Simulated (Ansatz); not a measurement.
**H5PSeSi: one species, many methods**

An exercise on one series of results from a longer session: the logs are not shown, and one member is left open.

The runs use Ansatz 0.2.0, Gaussian basis; functionals in def2-TZVPP, the program's frozen cores in correlated methods.

Plan: LDA (SPW92), PBE-D4, revPBE-D4, BLYP-D4, r2SCAN-D4, B97M-V, PBE0-D4, B3LYP-D4, r2SCANh-D4, r2SCAN0-D4, HSE06-D4, BHLYP-D4, CAM-B3LYP-D4, LC-ωPBE, ωB97X-V, ωB97M-V, B2PLYP, PBE-QIDH; CCSD(T)/def2-SVP; CCSD(T)/def2-TZVPP; MP2/def2-QZVPP; extrapolation to the limit; RPA on PBE.

## The geometry

All runs share one geometry, relaxed beforehand with PBE0-D4 in a triple-zeta def2 set.

8 atoms, charge 0, spin multiplicity 1.

Atoms are counted from 1 here; the program's logs count them from 0.

Bond lengths: P1–Si2 2.247 Å, P1–H4 1.421 Å, P1–H5 1.421 Å, Si2–Se3 2.282 Å, Si2–H6 1.485 Å, Si2–H7 1.485 Å, Se3–H8 1.470 Å. Angles: Si2–P1–H4 93.5°, Si2–P1–H5 93.5°, H4–P1–H5 93.7°, P1–Si2–Se3 109.8°, P1–Si2–H6 108.5°, P1–Si2–H7 108.5°, Se3–Si2–H6 110.7°, Se3–Si2–H7 110.7°, H6–Si2–H7 108.6°, Si2–Se3–H8 93.9°.

Set-up of the first run:

File in.yaml:

```yaml
crystal:
  periodic: [false, false, false]
  atoms:
    - {symbol: P, position_ang: [-0.710643, 1.159703, -1.390381]}
    - {symbol: Si, position_ang: [0.664185, 0.105495, 0.040817]}
    - {symbol: Se, position_ang: [-0.522610, -1.391112, 1.289936]}
    - {symbol: H, position_ang: [-1.333496, -0.044310, -1.815551]}
    - {symbol: H, position_ang: [-1.688828, 1.422256, -0.394077]}
    - {symbol: H, position_ang: [1.308575, 1.122520, 0.910943]}
    - {symbol: H, position_ang: [1.720725, -0.585230, -0.742306]}
    - {symbol: H, position_ang: [0.654289, -1.846321, 2.044917]}
basis:
  gaussian: {orbitals: def2-TZVPP}
hamiltonian: {xc: lda}
output: {orbitals: {seedname: orbitals}}
```

On the command line:

```
> ansatz run in.yaml --threads 2 --pin off --events-out ev --progress --plain --max-ram 4352MiB
```

Among the steps run: LDA; PBE-D4 (GGA); revPBE-D4 (GGA); BLYP-D4 (GGA); r2SCAN-D4 (meta-GGA); B97M-V (meta-GGA); PBE0-D4 (hybrid); B3LYP-D4 (hybrid); r2SCANh-D4 (hybrid); r2SCAN0-D4 (hybrid); HSE06-D4 (hybrid); BHLYP-D4 (hybrid); CAM-B3LYP-D4 (range-separated); LC-ωPBE (range-separated); ωB97X-V (range-separated); ωB97M-V (range-separated); B2PLYP (double hybrid); PBE-QIDH (double hybrid).

One table of the session follows, with a row left open; its other results are not shown here.

It belongs to the step «Orbital energies across the functionals». 

| functional | HOMO (eV) | gap (eV) |
| --- | --- | --- |
| LDA (SPW92) | -6.08 | 4.70 |
| PBE-D4 | -5.96 | 4.78 |
| revPBE-D4 | ? | ? |
| BLYP-D4 | -5.78 | 4.71 |
| r2SCAN-D4 | -6.24 | 5.36 |
| B97M-V | -6.33 | 5.32 |
| PBE0-D4 | -7.11 | 6.78 |
| B3LYP-D4 | -6.86 | 6.30 |
| r2SCANh-D4 | -6.67 | 6.07 |
| r2SCAN0-D4 | -7.30 | 7.14 |
| HSE06-D4 | -6.72 | 6.01 |
| BHLYP-D4 | -8.10 | 8.65 |
| CAM-B3LYP-D4 | -8.39 | 9.05 |
| LC-ωPBE | -9.78 | 11.59 |
| ωB97X-V | -9.42 | 11.12 |
| ωB97M-V | -9.27 | 10.72 |

Q: Estimate the row for revPBE-D4 from the others.

As computed: HOMO (eV): -5.91; gap (eV): 4.82. In the column «HOMO (eV)» it lies between PBE-D4 (-5.96) and BLYP-D4 (-5.78).
